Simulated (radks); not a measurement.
# Tb⁺ in [Xe] 4f9 6p1: an all-electron calculation

One table from this session's results is given with a row withheld; the runs are named, their logs left out.

Method: scalar-relativistic Kohn-Sham, r2SCAN, spin-unpolarised, spherical densities, finite nucleus. Code: radks (a radial shooting solver on a logarithmic mesh, Libxc functionals) version 1.

**Starting point**

* element: terbium (Z = 65)
* charge: +1
* electrons: 64
* configuration: [Xe] 4f9 6p1
* nuclear rms radius: 5.06 fm

The outer shells:

Tb⁺
```
[Xe] core
4f [↑↓][↑↓][↑ ][↑ ][↑ ][↑ ][↑ ]
6p [↑ ][  ][  ]
```

The first run:

Input:

```text
Z 65
configuration [Xe] 4f9 6p1 6s0 5d0
relativity scalar-relativistic
functional r2scan,r2scan
spin unpolarised
nucleus finite rms 5.06 fm
c 137.035999084
```

Launch:

```bash
python run_ks.py task.json out
```

This one command runs every case of the session in turn.

One table of the session follows, with a row left open; its other results are not shown here.

It belongs to the step «Orbitals and density». Radial moments (bohr):

| level | <r> | outermost maximum (interpolated) | 90 % within | nodes |
| --- | --- | --- | --- | --- |
| 1s | 0.02151 | 0.0136 | 0.0389 | 0 |
| 2s | 0.09148 | 0.0775 | 0.142 | 1 |
| 2p | 0.08089 | 0.0628 | 0.132 | 0 |
| 3s | 0.2390 | 0.219 | 0.350 | 2 |
| 3p | 0.2378 | 0.216 | 0.356 | 1 |
| 3d | 0.2165 | 0.177 | 0.337 | 0 |
| 4s | 0.5418 | 0.505 | 0.778 | 3 |
| 4p | 0.5737 | 0.527 | 0.834 | 2 |
| 4d | ? | ? | ? | ? |
| 5s | 1.330 | 1.19 | 1.92 | 4 |
| 5p | 1.559 | 1.35 | 2.29 | 3 |
| 4f | 0.8966 | 0.556 | 1.57 | 0 |
| 6s | 3.886 | 3.37 | 5.68 | 5 |
| 5d | 2.729 | 1.94 | 4.43 | 2 |
| 6p | 4.912 | 4.35 | 7.07 | 4 |

Q: Estimate the row for 4d from the others.

As computed: <r>: 0.6242; outermost maximum (interpolated): 0.547; 90 % within: 0.938; nodes: 1. In the column «<r>» it lies between 4p (0.5737) and 4f (0.8966).
